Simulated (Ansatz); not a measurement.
## HfMoC2 under changes of volume

One of the cells (11.421 Å³/atom); the others are scaled copies at fixed shape and fractional positions:

```
CELL_PARAMETERS angstrom
3.19142 0.00000 0.00000
0.00000 3.19142 0.00000
0.00000 0.00000 4.48516
ATOMIC_POSITIONS crystal
Hf 0.00000 0.00000 0.00000
Mo 0.50000 0.50000 0.50000
C 0.50000 0.50000 0.00000
C 0.00000 0.00000 0.50000
```

The cell comes from a database or a generator and needn't be the stable form of this composition.

* Program: Ansatz 0.2.0
* Functional: LDA
* Dispersion: D4
* Potentials or basis: all-electron LAPW, scalar-relativistic
* Cutoff: 302 eV (chosen from the basis error)
* Basis error allowed: 0.002 eV/atom
* k mesh: 8 × 8 × 6
* Occupations: fermi-dirac, width 0.05 eV
* Spin: no spin polarisation

| volume (Å³/atom) | energy over the lowest point (meV/atom) | pressure (GPa) |
| --- | --- | --- |
| 10.735 | 0.00 | -2.3 |
| 10.964 | 8.01 | -8.7 |
| 11.192 | ? | ? |
| 11.421 | 48.74 | -19.4 |
| 11.649 | 79.78 | -24.0 |
| 11.877 | 116.93 | -28.0 |
| 12.106 | 159.55 | -31.6 |

Problem. What does the run at 11.192 Å³/atom give?

Solution. Energy over the lowest point 24.55 meV/atom; pressure -14.3 GPa.

Worked out: A Birch-Murnaghan fit of order 3 (a polynomial in V^(-2/3)) to the other rows has its minimum at 10.66 Å³/atom, just outside them, with B0 = V·E''(V) = 328 GPa and B' = 4.4 at fixed shape and positions, which overstates the stiffness. It gives 24.49 meV/atom at 11.192 Å³/atom, against the run's 24.55, and -dE/dV = -14.4 GPa, against -14.3.

Energies are extrapolated to zero smearing.

Caveats: pairwise dispersion overbinds metals, which lowers pressure and volume; the dispersion damping was fitted for another functional or another form of the correction.
